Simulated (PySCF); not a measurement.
**Pt₂S: singlet, from a bent start**

Where does singlet Pt₂S go from a bent start, is the end point a minimum, and what are its modes, charges and moments?

Computed with PySCF 2.14.0. Level: PBE0, basis S def2-SVP, Pt def2-SVP with ECP60, scalar-relativistic core potentials, no spin–orbit coupling, density fitting.

### 1 Where the work starts

3 atoms, charge 0, spin multiplicity 1.

Bond lengths: S1–Pt2 2.260 Å, S1–Pt3 2.260 Å. Angles: Pt2–S1–Pt3 110.0°.

```xyz
3
charge 0 multiplicity 1
S     0.0000    0.0000   -1.1981
Pt    1.8513    0.0000    0.0982
Pt   -1.8513    0.0000    0.0982
```

### 2 Relaxing the singlet from the bent start

One driver script runs all steps and calls PySCF; scf.py shows how it sets up the SCF of each step. The optimiser is the driver's own. Before each start the driver seeks the lowest SCF state from one or more starting densities and follows internal instabilities, so scf.py alone need not reach the same state.

The program finds C2v symmetry in the start, which this walk keeps. Threshold on the gradient: 0.0003 Eh/bohr, with a further test on the energy change.

scf.py reads:

```python
from pyscf import gto, scf, dft
mol = gto.M(atom='''
S      0.000000     0.000000    -1.198065
Pt     1.851300    -0.000000     0.098235
Pt    -1.851300     0.000000     0.098235''',
    basis={'S': 'def2-SVP', 'Pt': 'def2-SVP'},
    ecp={'Pt': 'def2-SVP'},
    charge=0, spin=0)
mf = dft.RKS(mol, xc='PBE0')
mf.grids.atom_grid = (50, 194)
aux = {'S': 'def2-universal-JKFIT', 'Pt': 'def2-universal-JKFIT'}
mf = mf.density_fit(auxbasis=aux)
mf.kernel()
```

Steps of the walk:

```tsv
step	energy (Eh)	change (kJ/mol)	largest symmetric gradient (Eh/bohr)
0	-636.547730	0.00	0.05792
1	-636.565782	-47.39	0.02459
2	-636.567771	-52.62	0.01937
3	-636.568863	-55.48	0.00279
4	-636.568914	-55.62	0.00093
5	-636.568945	-55.70	0.00105
6	-636.568952	-55.72	0.00045
7	-636.568952	-55.72	0.00005
```

The walk needed 36 s of wall time on 2 threads, shared host.

Geometry (Å) and forces (eV/Å) at some steps:

```
step 0
S    0.000   0.000  -1.198   0.000   0.000   2.978
Pt   1.851   0.000   0.098  -2.265   0.000  -1.489
Pt  -1.851   0.000   0.098   2.265   0.000  -1.489
step 1
S    0.000   0.000  -1.112   0.000   0.000   1.265
Pt   1.793   0.000   0.055  -1.120   0.000  -0.632
Pt  -1.793   0.000   0.055   1.120   0.000  -0.632
step 4
S    0.000   0.000  -1.092   0.000   0.000  -0.024
Pt   1.739   0.000   0.045  -0.048   0.000   0.012
Pt  -1.739   0.000   0.045   0.048   0.000   0.012
step 7
S    0.000   0.000  -1.109   0.000   0.000  -0.003
Pt   1.721   0.000   0.054   0.003   0.000   0.001
Pt  -1.721   0.000   0.054  -0.003   0.000   0.001
```

After 7 steps and 55.7 kJ/mol it ends at C2v: S–Pt 2.077 Å (×2); Pt–S–Pt 111.9°.

### 3 Frequencies

The point is checked on the finer grid, and tightened if its gradient asks for it. The Hessian and the dipole derivatives come from central differences of analytic gradients, with steps of 0.01 bohr.

scf.py, as its differences from that of step 2:

```diff
@@ -3,3 +3,3 @@
-S      0.000000     0.000000    -1.198065
-Pt     1.851300    -0.000000     0.098235
-Pt    -1.851300     0.000000     0.098235''',
+S      0.000000     0.000000    -1.074951
+Pt     1.721178    -0.000000     0.088140
+Pt    -1.721178     0.000000     0.088140''',
@@ -10 +10 @@
-mf.grids.atom_grid = (50, 194)
+mf.grids.atom_grid = (75, 302)
```

The driver hands on the density of the step before, so the log starts near convergence.

Log of the central SCF (cycles and frontier levels):

```text
init E= -636.569103532303
  HOMO = -0.233375731595306  LUMO = -0.164107397951256  gap/eV = 1.88489
cycle= 1 E= -636.569103526223  delta_E= 6.08e-09  |g|= 0.00015  |ddm|= 0.000204
  HOMO = -0.23337833108219  LUMO = -0.164110731775508  gap/eV = 1.88487
cycle= 2 E= -636.569103381881  delta_E= 1.44e-07  |g|= 0.00073  |ddm|= 0.000986
  HOMO = -0.233377812723134  LUMO = -0.164109957668809  gap/eV = 1.88487
cycle= 3 E= -636.569103532564  delta_E= -1.51e-07  |g|= 1.01e-05  |ddm|= 0.000819
  HOMO = -0.233376954069027  LUMO = -0.16410884865194  gap/eV = 1.88488
cycle= 4 E= -636.569103532587  delta_E= -2.3e-11  |g|= 1.45e-06  |ddm|= 1.24e-05
  HOMO = -0.233376759899288  LUMO = -0.164108796681739  gap/eV = 1.88488
Extra cycle  E= -636.569103532586  delta_E= 9.09e-13  |g|= 3.86e-06  |ddm|= 5.3e-06
converged SCF energy = -636.569103532586
```

The whole step took 45 s.

Geometry: C2v; S–Pt 2.077 Å (×2); Pt–S–Pt 111.9°.

Modes, for the most abundant isotopes:

| symmetry | ω (cm⁻¹) | IR (km/mol) | μ (u) |
| --- | --- | --- | --- |
| a1 | 67 | 0.6 | 120.64 |
| a1 | 398 | 4.6 | 38.26 |
| b2 | 553 | 6.5 | 35.10 |

No imaginary mode, so this is a minimum.

Constants and moments:

* Dipole moment: 1.22 D
* Highest occupied level: -6.35 eV
* Lowest empty level: -4.47 eV
* Rotational constants: 0.4217, 0.01459, 0.01411 cm⁻¹
* Zero-point energy: 6.1 kJ/mol
* Principal polarisabilities: 68.8, 72.1, 156.6 bohr³
* Atomisation energy without zero-point energy: 607 kJ/mol
* Principal traceless quadrupole moments about the centre of mass: -5.48, -4.56, 10.04 D Å
* Entropy at 298.15 K and 1 bar: 325.1 J/(mol K)
* Heat capacity Cp at 298.15 K: 52.4 J/(mol K)
* Enthalpy at 298.15 K above 0 K: 13.33 kJ/mol
* Rotational symmetry number: 2

Populations by atom (charges in e):

```
 atom  Mulliken  Löwdin  polar tensor  Mayer order to S1
   S1      0.00    0.72         -0.06                  –
Pt2,3      0.00   -0.36          0.03               1.57
```

Mulliken populations on S1: s 5.93, p 9.91, d 0.17.

### 4 Stability of the closed shell

At the lowest minimum the closed shell is tested against spin polarisation, on the (50, 194) grid. It is unstable: an open-shell solution lies lower. That solution was not followed to a minimum here.

### 5 What came out

| quantity | value |
| --- | --- |
| minimum | singlet, C2v (closed shell, unstable towards spin polarisation) |
| geometry | S–Pt 2.077 Å (×2); Pt–S–Pt 111.9° |
| wavenumbers (cm⁻¹) | 67 (a1), 398 (a1), 553 (b2) |
| dipole moment | 1.22 D |
| highest occupied, lowest empty level | -6.35, -4.47 eV |
| polar-tensor charge of S1 | -0.06 e |
| zero-point energy | 6.1 kJ/mol |

In words: The bent start keeps its C2v symmetry and ends in a minimum. The strongest infrared band lies at 553 cm⁻¹ (b2). Other starts or spin states, not run here, may lie lower. Modes under about 90 cm⁻¹ are uncertain by tens of cm⁻¹. Spin polarisation would lower this closed shell, so its numbers describe a constrained state. With an element this heavy the missing spin–orbit coupling can shift these numbers.

The search up to here took 97 s.
